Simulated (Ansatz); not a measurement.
# Ta5N6: further runs on the relaxed cell

The task here is to estimate one member of a computed series from the others.

Computed with Ansatz 0.2.0 (DFT r2SCAN, scalar-relativistic, plane waves, PAW, unless a step's input says otherwise).

## The structure to begin with

It takes space group P6_3/mcm (No. 193, hexagonal). The conventional cell has a = 5.185 Å, b = 5.185 Å, c = 10.421 Å, α = 90.00°, β = 90.00°, γ = 120.00°. Around Ta (site symmetry 32) lie 6 N at 2.13 Å. Around Ta (site symmetry m2m) lie 6 N at 2.19 Å. Around N (site symmetry m) lie 5 Ta at 2.13 to 2.19 Å.

Coordinates:

```cif
data_structure
_symmetry_space_group_name_H-M 'P 1'
_symmetry_Int_Tables_number 1
_cell_length_a 5.1852
_cell_length_b 5.1852
_cell_length_c 10.4205
_cell_angle_alpha 90.000
_cell_angle_beta 90.000
_cell_angle_gamma 120.000
_cell_volume 242.63
loop_
_atom_site_label
_atom_site_type_symbol
_atom_site_fract_x
_atom_site_fract_y
_atom_site_fract_z
_atom_site_occupancy
Ta1 Ta 0.33333 0.66667 0.00000 1
Ta2 Ta 0.66667 0.33333 0.50000 1
Ta3 Ta 0.66667 0.33333 0.00000 1
Ta4 Ta 0.33333 0.66667 0.50000 1
Ta5 Ta 0.32396 0.00000 0.25000 1
Ta6 Ta 0.32396 0.32396 0.75000 1
Ta7 Ta 0.00000 0.32396 0.25000 1
Ta8 Ta 0.67604 0.00000 0.75000 1
Ta9 Ta 0.67604 0.67604 0.25000 1
Ta10 Ta 0.00000 0.67604 0.75000 1
N1 N 0.34138 0.00000 0.62151 1
N2 N 0.34138 0.34138 0.12151 1
N3 N 0.00000 0.34138 0.62151 1
N4 N 0.65862 0.00000 0.12151 1
N5 N 0.65862 0.65862 0.62151 1
N6 N 0.00000 0.65862 0.12151 1
N7 N 0.00000 0.65862 0.37849 1
N8 N 0.65862 0.65862 0.87849 1
N9 N 0.65862 0.00000 0.37849 1
N10 N 0.00000 0.34138 0.87849 1
N11 N 0.34138 0.34138 0.37849 1
N12 N 0.34138 0.00000 0.87849 1
```

It is the result of an earlier relaxation at this level (volume 11.03 Å³/atom; gap on the mesh: none (metal)).

Set-up of the first run:

The input, input.yaml:

```yaml
crystal:
  lattice:
    - [5.1327894011, 0.0, 0.0]
    - [-2.5663947006, 4.4451260136, 0.0]
    - [0.0, 0.0, 10.3152608984]
  atoms:
    - { symbol: Ta, position: [0.3333333333, 0.6666666667, 0.0] }
    - { symbol: Ta, position: [0.6666666667, 0.3333333333, 0.5] }
    - { symbol: Ta, position: [0.6666666667, 0.3333333333, 0.0] }
    - { symbol: Ta, position: [0.3333333333, 0.6666666667, 0.5] }
    - { symbol: Ta, position: [0.3239557149, 0.0, 0.25] }
    - { symbol: Ta, position: [0.3239557149, 0.3239557149, 0.75] }
    - { symbol: Ta, position: [0.0, 0.3239557149, 0.25] }
    - { symbol: Ta, position: [0.6760442851, 0.0, 0.75] }
    - { symbol: Ta, position: [0.6760442851, 0.6760442851, 0.25] }
    - { symbol: Ta, position: [0.0, 0.6760442851, 0.75] }
    - { symbol: "N", position: [0.3413810648, 0.0, 0.6215085478] }
    - { symbol: "N", position: [0.3413810648, 0.3413810648, 0.1215085478] }
    - { symbol: "N", position: [0.0, 0.3413810648, 0.6215085478] }
    - { symbol: "N", position: [0.6586189352, 0.0, 0.1215085478] }
    - { symbol: "N", position: [0.6586189352, 0.6586189352, 0.6215085478] }
    - { symbol: "N", position: [0.0, 0.6586189352, 0.1215085478] }
    - { symbol: "N", position: [0.0, 0.6586189352, 0.3784914522] }
    - { symbol: "N", position: [0.6586189352, 0.6586189352, 0.8784914522] }
    - { symbol: "N", position: [0.6586189352, 0.0, 0.3784914522] }
    - { symbol: "N", position: [0.0, 0.3413810648, 0.8784914522] }
    - { symbol: "N", position: [0.3413810648, 0.3413810648, 0.3784914522] }
    - { symbol: "N", position: [0.3413810648, 0.0, 0.8784914522] }
basis:
  ecutwfc: 500
kpoints:
  mp_grid: { grid: [12, 12, 4] }
hamiltonian:
  xc: r2scan
scf:
  occupations: { method: gaussian, width: 0.1 }
output:
  forces: true
  stress: true
  eigenvalues: true
relax:
  adjacent_minimum: "off"
  f_tol: 0.01
  max_steps: 30
  cell: { stress_tol: 0.1, fix: [volume] }
```

Command:

```sh
ansatz run input.yaml --threads 4 --pin off --max-ram 10240MiB --backend cpu --events-out ev --progress --plain --runs-dir out
```

Among the steps run: Point at V/V0 = 0.97; Point at V/V0 = 1.03; Point at V/V0 = 0.94; The cell scaled to 1.06 of its volume; Volume × 0.91; Volume × 1.10; Volume × 0.88.

One of the session's tables, all rows but one given; the rest of the session is left out.

It belongs to the step «Fit of the equation of state». 

| volume (Å³/atom) | energy above the lowest point (meV/atom) | pressure (GPa) |
| --- | --- | --- |
| 9.705 | 191.0 | 51.59 |
| 10.036 | 101.5 | 35.53 |
| 10.367 | 42.7 | 21.80 |
| 10.698 | 10.1 | 10.05 |
| 11.029 | 0.0 | 0.01 |
| 11.360 | ? | ? |
| 11.690 | 34.6 | -15.89 |
| 12.132 | 89.9 | -23.97 |

Q: Estimate the row for volume (Å³/atom) = 11.360 from the others.

Worked estimate for «energy above the lowest point (meV/atom)». A straight line through the neighbours (11.029, 0.0) and (11.690, 34.6) gives 0.0 + (34.6 − 0.0) × (11.360 − 11.029) / (11.690 − 11.029) = 17.3; a parabola fitted to 4 rows on both sides gives 9.5.

As computed: energy above the lowest point (meV/atom): 9.1; pressure (GPa): -8.57. In «energy above the lowest point (meV/atom)» the line misses by +8.2 and the parabola by +0.4.
